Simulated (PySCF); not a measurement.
# C₃H₁₁NO₂Si: magnetic properties

Wanted: magnetic properties for C₃H₁₁NO₂Si (`CCO[Si@H](O)NC`).

Computed with PySCF 2.14.0 and routines of our own; the level stands in each step. Atoms count from 0.

## 1. The starting structure

18 atoms, charge 0, multiplicity 1; geometry from: GFN2-xTB.

## 2. Magnetic properties: GIAO B3LYP/pcSseg-1

Job settings and geometry (Å):

```
{"job": {"kind": "mag", "xc": "B3LYP", "basis": "pcSseg-1", "isotopologues": 2}, "charge": 0, "multiplicity": 1}
C     -3.135170     0.250527    -0.194532
C     -1.769083     0.470874    -0.826132
O     -0.770247     0.242033     0.124333
Si     0.828156     0.225925    -0.161862
O      1.323189    -0.801092    -1.324784
N      1.401856    -0.277275     1.373523
C      2.811392    -0.410510     1.643512
H     -3.919140     0.455567    -0.918364
H     -3.256125     0.911736     0.659468
H     -3.223563    -0.776766     0.148561
H     -1.628532    -0.203904    -1.679649
H     -1.686527     1.499129    -1.199120
H      1.303783     1.478440    -0.743211
H      1.258763    -1.744930    -1.197437
H      0.893452     0.051257     2.179720
H      3.304180    -0.761055     0.740133
H      3.278394     0.535890     1.937593
H      2.976461    -1.139528     2.439975
```

Method: GIAO B3LYP/pcSseg-1 magnetisability, rotational g tensor and spin-rotation constants, non-relativistic, gas phase.

Started as:

```console
OMP_NUM_THREADS=1 python excited_run.py task.json out
```

One launch serves the whole session: the jobs run in the order shown.

The log of the run:

```text
coarse grid: 14936 points
cycle   1  E = -615.4423497207  dE =  8.248e-01  |g| = 1.089e+00  |ddm| = 3.660e+00
cycle   2  E = -615.1384342724  dE =  3.039e-01  |g| = 1.676e+00  |ddm| = 2.151e+00
cycle   3  E = -615.6532087273  dE = -5.148e-01  |g| = 1.220e-01  |ddm| = 1.498e+00
cycle   4  E = -615.6554115647  dE = -2.203e-03  |g| = 6.325e-02  |ddm| = 1.236e-01
cycle   5  E = -615.6562155489  dE = -8.040e-04  |g| = 1.469e-02  |ddm| = 5.572e-02
cycle   6  E = -615.6562520667  dE = -3.652e-05  |g| = 5.176e-03  |ddm| = 1.354e-02
cycle   7  E = -615.6562574684  dE = -5.402e-06  |g| = 7.069e-04  |ddm| = 3.733e-03
final grid: 138056 points
cycle   8  E = -615.7239786249  dE = -3.434e-05  |g| = 7.274e-03  |ddm| = 1.882e-02
cycle   9  E = -615.7239695696  dE =  9.055e-06  |g| = 9.785e-03  |ddm| = 1.251e-02
cycle  10  E = -615.7239904006  dE = -2.083e-05  |g| = 1.125e-03  |ddm| = 7.375e-03
cycle  11  E = -615.7239906363  dE = -2.357e-07  |g| = 2.135e-04  |ddm| = 9.642e-04
cycle  12  E = -615.7239906451  dE = -8.832e-09  |g| = 5.903e-05  |ddm| = 1.998e-04
cycle  13  E = -615.7239906458  dE = -6.653e-10  |g| = 1.195e-05  |ddm| = 6.305e-05
converged SCF energy = -615.7239906458

Magnetisability tensor (1e-30 J/T^2)
    -1373.73       16.03      -60.20
       16.03    -1216.38        4.64
      -60.20        4.64    -1227.95
isotropic -1272.68   principal values   -1396.91  -1214.97  -1206.17
isotropic susceptibility -76.643 1e-6 cm^3/mol

Inertial axes            a          b          c
rot. const./GHz      4.4936     1.0929     0.9422
chi total           -84.052    -72.738    -73.138
chi diamagnetic    -383.371  -1267.463  -1437.168
chi paramagnetic    299.319   1194.725   1364.030
quadrupole/D A        5.016     -4.095     -0.921
g nuclear            0.6176     0.6069     0.5975
g electronic        -0.6319    -0.6134    -0.6038
g total             -0.0142    -0.0065    -0.0063

Spin-rotation constants (kHz, H = +C I.J)
atom  isotope        aa         bb         cc
  5    14N        0.229      0.033      0.046
  7     1H        0.009     -0.099     -0.108
  8     1H       -0.493      0.004     -0.083
  9     1H       -0.480     -0.121      0.023
 10     1H       -0.449      0.018     -0.058
 11     1H       -0.432     -0.108      0.046
 12     1H       -0.359     -0.091      0.033
 13     1H       -0.582     -0.129      0.007
 14     1H       -0.535      0.013     -0.121
 15     1H       -0.424      0.034     -0.104
 16     1H       -0.422     -0.087      0.006
 17     1H       -0.388     -0.056     -0.029
  0    13C*       0.634      0.165      0.157
  1    13C*       0.843      0.238      0.222
  2    17O*      -0.578     -0.111     -0.096
  3   29Si*      -2.567     -0.652     -0.560
  4    17O*      -0.473     -0.120     -0.055
  6    13C*       0.613      0.213      0.155
* in the singly substituted isotopologue

Isotopologues: g along a, b, c
2H    at 7,8,9,10,11,12    -0.0117    -0.0054    -0.0053
13C   at 0                 -0.0141    -0.0064    -0.0062
```

It took 31 s on 1 thread of Intel Xeon Platinum 8488C, shared host; peak memory 0.8 GiB.

In short:

```
              quantity                      value
       magnetisability           -1273·10⁻³⁰ J/T²
  molar susceptibility         -76.6·10⁻⁶ cm³/mol
rotational g (a, b, c)  -0.0142, -0.0065, -0.0063
```

## 3. Magnetic properties: GIAO HSE06/def2-SVP

The job, as its differences from that of step 2:

```diff
@@ -1,2 +1,2 @@
-{"job": {"kind": "mag", "xc": "B3LYP", "basis": "pcSseg-1", "isotopologues": 2}, "charge": 0, "multiplicity": 1}
+{"job": {"kind": "mag", "xc": "HSE06", "basis": "def2-SVP"}, "charge": 0, "multiplicity": 1}
 C     -3.135170     0.250527    -0.194532
```

Method: GIAO HSE06/def2-SVP magnetisability, rotational g tensor and spin-rotation constants, non-relativistic, gas phase.

The log of the run:

```text
coarse grid: 14936 points
cycle   1  E = -614.6759229937  dE =  7.760e-01  |g| = 9.642e-01  |ddm| = 4.109e+00
cycle   2  E = -614.4513336322  dE =  2.246e-01  |g| = 1.437e+00  |ddm| = 2.218e+00
cycle   3  E = -614.8546737040  dE = -4.033e-01  |g| = 1.029e-01  |ddm| = 1.501e+00
cycle   4  E = -614.8563780414  dE = -1.704e-03  |g| = 5.271e-02  |ddm| = 1.270e-01
cycle   5  E = -614.8569735562  dE = -5.955e-04  |g| = 1.226e-02  |ddm| = 5.375e-02
cycle   6  E = -614.8570028384  dE = -2.928e-05  |g| = 3.856e-03  |ddm| = 1.359e-02
cycle   7  E = -614.8570060335  dE = -3.195e-06  |g| = 6.346e-04  |ddm| = 3.520e-03
final grid: 138056 points
cycle   8  E = -614.9472265546  dE = -3.315e-05  |g| = 6.702e-03  |ddm| = 2.665e-02
cycle   9  E = -614.9472189295  dE =  7.625e-06  |g| = 8.788e-03  |ddm| = 1.436e-02
cycle  10  E = -614.9472378168  dE = -1.889e-05  |g| = 8.049e-04  |ddm| = 8.358e-03
cycle  11  E = -614.9472379497  dE = -1.329e-07  |g| = 2.071e-04  |ddm| = 8.264e-04
cycle  12  E = -614.9472379586  dE = -8.901e-09  |g| = 4.162e-05  |ddm| = 1.943e-04
cycle  13  E = -614.9472379589  dE = -3.070e-10  |g| = 1.828e-05  |ddm| = 4.972e-05
converged SCF energy = -614.9472379589

Magnetisability tensor (1e-30 J/T^2)
    -1369.57       10.90      -55.29
       10.90    -1231.70        4.53
      -55.29        4.53    -1238.45
isotropic -1279.91   principal values   -1390.64  -1230.85  -1218.23
isotropic susceptibility -77.078 1e-6 cm^3/mol

Inertial axes            a          b          c
rot. const./GHz      4.4936     1.0929     0.9422
chi total           -83.653    -73.440    -74.140
chi diamagnetic    -381.336  -1266.089  -1435.491
chi paramagnetic    297.683   1192.649   1361.351
quadrupole/D A        4.439     -3.549     -0.889
g nuclear            0.6176     0.6069     0.5975
g electronic        -0.6284    -0.6123    -0.6026
g total             -0.0108    -0.0054    -0.0051

Spin-rotation constants (kHz, H = +C I.J)
atom  isotope        aa         bb         cc
  5    14N        0.198      0.028      0.038
  7     1H        0.001     -0.100     -0.109
  8     1H       -0.498      0.002     -0.084
  9     1H       -0.485     -0.122      0.021
 10     1H       -0.457      0.017     -0.058
 11     1H       -0.438     -0.109      0.044
 12     1H       -0.359     -0.089      0.032
 13     1H       -0.581     -0.130      0.008
 14     1H       -0.539      0.010     -0.120
 15     1H       -0.433      0.031     -0.105
 16     1H       -0.426     -0.090      0.004
 17     1H       -0.392     -0.059     -0.031
  0    13C*       0.522      0.137      0.131
  1    13C*       0.710      0.207      0.192
  2    17O*      -0.502     -0.098     -0.077
  3   29Si*      -2.196     -0.555     -0.479
  4    17O*      -0.390     -0.106     -0.049
  6    13C*       0.514      0.180      0.130
* in the singly substituted isotopologue
```

It took 39 s on 1 thread of Intel Xeon Platinum 8488C, shared host; peak memory 0.85 GiB.

From this job:

```
              quantity                      value
       magnetisability           -1280·10⁻³⁰ J/T²
  molar susceptibility         -77.1·10⁻⁶ cm³/mol
rotational g (a, b, c)  -0.0108, -0.0054, -0.0051
```

## 4. Magnetic properties side by side

```
              level  ξ (10⁻³⁰ J/T²)     g(a)     g(b)  gap (eV)  functions  time
GIAO B3LYP/pcSseg-1           -1273  -0.0142  -0.0065      7.41        181  31 s
GIAO HSE06/def2-SVP           -1280  -0.0108  -0.0054      7.49        157  39 s
```

## 5. Outcome

```
                                            quantity                      value
       magnetisability (step 2, GIAO B3LYP/pcSseg-1)           -1273·10⁻³⁰ J/T²
  molar susceptibility (step 2, GIAO B3LYP/pcSseg-1)         -76.6·10⁻⁶ cm³/mol
rotational g (a, b, c) (step 2, GIAO B3LYP/pcSseg-1)  -0.0142, -0.0065, -0.0063
                     magnetisability over the levels  -1280 to -1273·10⁻³⁰ J/T²
```

In words: The magnetisability spreads by 0.6 % over 2 levels of like cost. Two levels can agree by chance, so this spread shows no convergence. Vibrational averaging and real surroundings are missing from these values.
